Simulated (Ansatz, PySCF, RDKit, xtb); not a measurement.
# Which structure has the formula GeSiH4F?

Only the formula GeSiH4F is given (odd number of electrons). Aim: find the structure of lowest free energy at 200 K, then its properties.

Plan: many cheap relaxations first (GFN2-xTB), then density-functional screening, relaxation at PBE0-D3(BJ)/def2-SVP, vibrations and a final energy. The numbers are computed, not measured.

6 further runs of the same task are left out: 6 set aside as unsound or not needed.

## (1) Drawing up candidates

A program enumerates the bonding patterns with one Lewis structure each (two rings at most, one unusual centre or charged pair), with their diastereomers. O–O, O–halogen and N–halogen bonds and N–N–N chains are not drawn. That gives 4 candidates.

```tsv
label	SMILES	spin
c052	[F][GeH][SiH3]	doublet
c106	F[SiH2][GeH2]	doublet
c559	[F][GeH2][SiH2]	doublet
c879	F[SiH][GeH3]	doublet
```

Candidates are built by distance geometry, with a force field where one applies, in up to four conformers (letters a to d). 16 starts with atoms placed at random are added, to find patterns that the rules miss.

Q: Predict the outcome of this search (final energies at CCSD(T)/def2-SVP + MP2/def2-TZVPP - MP2/def2-SVP).

| quantity | value |
| --- | --- |
| lowest structure found | F[SiH2][GeH2], doublet, C1 |
| next finalist | F[SiH][GeH3], doublet, 8.5 kcal/mol higher in G |
| share at equilibrium, among the finalists | 100.0 % |
| harmonic wavenumbers, lowest and highest (PBE0-D3(BJ)/def2-SVP) | 73 and 2252 cm⁻¹ |
| rotational constants, same geometry | 0.5383, 0.07459, 0.06817 cm⁻¹ |
| dipole moment (PBE0/def2-TZVPD) | 1.36 D |
| HOMO energy (highest over α and β) (PBE0/def2-TZVPD) | -6.32 eV |
| LUMO energy (lowest over α and β) (PBE0/def2-TZVPD) | -3.08 eV |
| lowest excitation (TD-B3LYP/def2-SVPD) | 3.60 eV (f = 0.006) |
| strongest of the states computed, same level | 5.18 eV (f = 0.048) |
| vertical ionisation energy (to the singlet cation) | 8.46 eV |
| vertical electron affinity | 1.34 eV |
| vertical quartet less doublet | +5.86 eV |

`F[SiH2][GeH2]` comes out lowest. The margin of 8.5 kcal/mol over the next finalist is beyond the usual error of the last level; it says nothing of structures that weren't ranked. r2SCAN-D4/def2-SVP, PBE0-D3(BJ)/def2-SVP, HF/def2-SVP and MP2/def2-SVP already put its bonding pattern lowest among the structures in one piece; GFN2-xTB favours the doublet [F][GeH][SiH3]; HF/STO-3G favours the doublet F[SiH][GeH3]. The stability test raises a flag; for an open shell a flag towards a general spinor solution can be the free rotation of the spin. Lowest found is not proven lowest: the search is finite, and each finalist counts with one conformer. Patterns outside the rules of the enumeration were met only by chance.
